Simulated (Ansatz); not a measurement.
# Zr2SiC2: the cost of one run

Program: Ansatz 0.2.0. Level of theory: DFT PBE, scalar-relativistic, plane waves, PAW. These are calculated values, not measurements.

## 1. Starting point

Symmetry: P-3m1, No. 164, trigonal system. Conventional cell: a = 4.080 Å, b = 4.080 Å, c = 5.846 Å, α = 90.00°, β = 90.00°, γ = 120.00°. Zr (site symmetry 3m) is surrounded by 3 Si at 2.36 Å and 3 Zr at 2.36 Å and 6 C at 2.69 to 2.73 Å. Si (site symmetry -3m) has 2 C at 1.34 Å as nearest neighbours. C (site symmetry 3m) has 1 Si at 1.34 Å as nearest neighbours.

Coordinates:

```
Zr Si C
1.0
     4.07968    0.00000    0.00000
    -2.03984    3.53310    0.00000
     0.00000    0.00000    5.84598
Zr Si C
2 1 2
Direct
  0.33333 0.66667 0.49228
  0.66667 0.33333 0.50772
  0.00000 0.00000 0.50000
  0.00000 0.00000 0.72933
  0.00000 0.00000 0.27067
```

The cell is invented: random cell by space group and Wyckoff sites (P-3m1, No. 164). Its size is a rough estimate.

## 2. The guess as it stands, on a coarse mesh

Contents of input.yaml:

```yaml
crystal:
  lattice:
    - [4.07967583, 0.0, 0.0]
    - [-2.03983792, 3.53310291, 0.0]
    - [0.0, 0.0, 5.84597641]
  atoms:
    - { symbol: Zr, position: [0.33333333, 0.66666667, 0.49228238] }
    - { symbol: Zr, position: [0.66666667, 0.33333333, 0.50771762] }
    - { symbol: Si, position: [0.0, 0.0, 0.5] }
    - { symbol: C, position: [0.0, 0.0, 0.72932522] }
    - { symbol: C, position: [0.0, 0.0, 0.27067478] }
basis:
  ecutwfc: 420
kpoints:
  mp_grid: { grid: [6, 6, 4] }
hamiltonian:
  xc: pbe
scf:
  occupations: { method: gaussian, width: 0.1 }
  lower_state_search: "off"
output:
  forces: true
  stress: true
  eigenvalues: true
```

Started as:

```console
$ ansatz run input.yaml --threads 1 --pin off --max-ram 2560MiB --backend cpu --events-out ev --progress --plain --runs-dir out
```

Q: Estimate wall time and peak memory on 1 thread of Arm Neoverse V2, shared host.

About 3 s, with a peak of 0.35 GiB.
